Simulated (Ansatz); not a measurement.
**ClH₄N₂OV: basis-set convergence**

How large a basis does ClH₄N₂OV need? Two functionals are run in growing sets.

Method: one geometry, several basis sets; program: Ansatz 0.2.0, Gaussian basis.

The runs, in order: PBE0-D4/def2-SVP; ωB97M-V/def2-SVP; PBE0-D4/def2-QZVPP; ωB97M-V/def2-QZVPP; the functionals' def2-TZVPP values are taken from earlier runs.

### 1 Structure used throughout

The geometry comes from an earlier relaxation with PBE0-D4 in a triple-zeta def2 set; it is a stationary point, not always the lowest conformer.

SMILES `[NH]=[V]([NH2])([OH])[Cl]`, 9 atoms, charge 0, spin multiplicity 1.

Atoms are counted from 1 here; the program's logs count them from 0.

Bond lengths: N1–V2 1.601 Å, N1–H6 1.012 Å, V2–N3 1.812 Å, V2–O4 1.764 Å, V2–Cl5 2.184 Å, N3–H7 1.007 Å, N3–H8 1.012 Å, O4–H9 0.959 Å. Angles: V2–N1–H6 169.4°, N1–V2–N3 104.4°, N1–V2–O4 111.5°, N1–V2–Cl5 109.5°, N3–V2–O4 110.8°, N3–V2–Cl5 110.6°, O4–V2–Cl5 109.9°, V2–N3–H7 127.4°, V2–N3–H8 120.1°, H7–N3–H8 112.3°, V2–O4–H9 124.1°.

### 2 PBE0-D4 in def2-SVP

The input, in.yaml:

```yaml
crystal:
  periodic: [false, false, false]
  atoms:
    - {symbol: N, position_ang: [-0.072755, 1.532793, 0.010174]}
    - {symbol: V, position_ang: [-0.172454, -0.018687, -0.372690]}
    - {symbol: N, position_ang: [1.213867, -0.790235, 0.502818]}
    - {symbol: O, position_ang: [-1.707725, -0.714385, 0.148024]}
    - {symbol: Cl, position_ang: [0.056010, -0.253492, -2.531877]}
    - {symbol: H, position_ang: [-0.037607, 2.541949, 0.070256]}
    - {symbol: H, position_ang: [1.923537, -0.331206, 1.049761]}
    - {symbol: H, position_ang: [1.295457, -1.798556, 0.537071]}
    - {symbol: H, position_ang: [-2.409830, -0.214483, 0.569364]}
basis:
  gaussian: {orbitals: def2-SVP}
hamiltonian: {xc: pbe0, dispersion: d4}
output: {orbitals: {seedname: orbitals}}
```

Run with:

```bash
$ ansatz run in.yaml --threads 4 --pin off --events-out ev --progress --plain --max-ram 10444MiB
```

After this run come: ωB97M-V in def2-SVP; PBE0-D4 in def2-QZVPP; ωB97M-V in def2-QZVPP.

Before running them: what should the planned runs give, taken together? Wanted: PBE0-D4: double and triple zeta above quadruple; ωB97M-V: double and triple zeta above quadruple.

**Answer**, as computed:

| quantity | value |
| --- | --- |
| PBE0-D4: double and triple zeta above quadruple | 15.24, 1.16 eV |
| ωB97M-V: double and triple zeta above quadruple | 15.30, 1.10 eV |

In words: PBE0-D4 gains 14.08 eV from double to triple zeta, then 1.16 eV more. Total energies overstate the basis error of differences, where much of it tends to cancel.
